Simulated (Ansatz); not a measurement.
# C₂H₆AlF: one species, many methods

The task here is to estimate one member of a computed series from the others.

Computed with Ansatz 0.2.0, Gaussian basis. Level: functionals in def2-TZVPP, the program's frozen cores in correlated methods.

Plan: LDA (SPW92), PBE-D4, revPBE-D4, BLYP-D4, r2SCAN-D4, B97M-V, PBE0-D4, B3LYP-D4, r2SCANh-D4, r2SCAN0-D4, HSE06-D4, BHLYP-D4, CAM-B3LYP-D4, LC-ωPBE, ωB97X-V, ωB97M-V, B2PLYP, PBE-QIDH; CCSD(T)/def2-SVP; CCSD(T)/def2-TZVPP; MP2/def2-QZVPP; extrapolation to the limit; RPA on PBE.

### The relaxed structure

The geometry comes from an earlier relaxation with PBE0-D4 in a triple-zeta def2 set; it is a stationary point, not always the lowest conformer.

SMILES `[CH3][AlH][CH2]F`, 10 atoms, charge 0, spin multiplicity 1.

Atoms are counted from 1 here; the program's logs count them from 0.

Bond lengths: C1–Al2 1.952 Å, C1–H5 1.096 Å, C1–H6 1.093 Å, C1–H7 1.096 Å, Al2–C3 1.984 Å, Al2–H8 1.587 Å, C3–F4 1.399 Å, C3–H9 1.099 Å, C3–H10 1.099 Å. Angles: Al2–C1–H5 110.7°, Al2–C1–H6 113.6°, Al2–C1–H7 110.7°, H5–C1–H6 107.7°, H5–C1–H7 106.1°, H6–C1–H7 107.7°, C1–Al2–C3 118.7°, C1–Al2–H8 121.7°, C3–Al2–H8 119.6°, Al2–C3–F4 112.6°, Al2–C3–H9 111.7°, Al2–C3–H10 111.7°, F4–C3–H9 107.5°, F4–C3–H10 107.5°, H9–C3–H10 105.4°.

Set-up of the first run:

in.yaml

```yaml
crystal:
  periodic: [false, false, false]
  atoms:
    - {symbol: C, position_ang: [-1.328482, 0.778985, -0.772224]}
    - {symbol: Al, position_ang: [-0.086559, -0.664051, -0.342997]}
    - {symbol: C, position_ang: [1.357737, -0.319570, 0.973372]}
    - {symbol: F, position_ang: [2.172608, -1.437492, 1.183062]}
    - {symbol: H, position_ang: [-2.359545, 0.480485, -0.553227]}
    - {symbol: H, position_ang: [-1.127072, 1.705003, -0.228143]}
    - {symbol: H, position_ang: [-1.299810, 1.008188, -1.843139]}
    - {symbol: H, position_ang: [-0.206075, -2.094991, -1.019363]}
    - {symbol: H, position_ang: [0.953503, -0.016500, 1.949408]}
    - {symbol: H, position_ang: [2.006795, 0.508745, 0.656350]}
basis:
  gaussian: {orbitals: def2-TZVPP}
hamiltonian: {xc: lda}
output: {orbitals: {seedname: orbitals}}
```

The run is started by

```sh
$ ansatz run in.yaml --threads 2 --pin off --events-out ev --progress --plain --max-ram 4352MiB
```

Steps of the session up to this table: LDA; PBE-D4 (GGA); revPBE-D4 (GGA); BLYP-D4 (GGA); r2SCAN-D4 (meta-GGA); B97M-V (meta-GGA); PBE0-D4 (hybrid); B3LYP-D4 (hybrid); r2SCANh-D4 (hybrid); r2SCAN0-D4 (hybrid); HSE06-D4 (hybrid); BHLYP-D4 (hybrid); CAM-B3LYP-D4 (range-separated); LC-ωPBE (range-separated); ωB97X-V (range-separated); ωB97M-V (range-separated); B2PLYP (double hybrid); PBE-QIDH (double hybrid).

One table of the session follows, with a row left open; its other results are not shown here.

It belongs to the step «Orbital energies across the functionals». 

| functional | HOMO (eV) | gap (eV) |
| --- | --- | --- |
| LDA (SPW92) | -6.29 | 4.16 |
| PBE-D4 | ? | ? |
| revPBE-D4 | -6.09 | 4.32 |
| BLYP-D4 | -6.07 | 4.26 |
| r2SCAN-D4 | -6.44 | 4.90 |
| B97M-V | -6.56 | 4.80 |
| PBE0-D4 | -7.58 | 6.46 |
| B3LYP-D4 | -7.37 | 6.01 |
| r2SCANh-D4 | -6.98 | 5.69 |
| r2SCAN0-D4 | -7.78 | 6.86 |
| HSE06-D4 | -7.17 | 5.69 |
| BHLYP-D4 | -8.93 | 8.54 |
| CAM-B3LYP-D4 | -9.01 | 8.78 |
| LC-ωPBE | -10.34 | 11.25 |
| ωB97X-V | -9.99 | 10.75 |
| ωB97M-V | -9.86 | 10.30 |

**Question.** Estimate the row for PBE-D4.

**Answer.** HOMO (eV): -6.15; gap (eV): 4.26. In the column «HOMO (eV)» it lies between LDA (SPW92) (-6.29) and revPBE-D4 (-6.09).
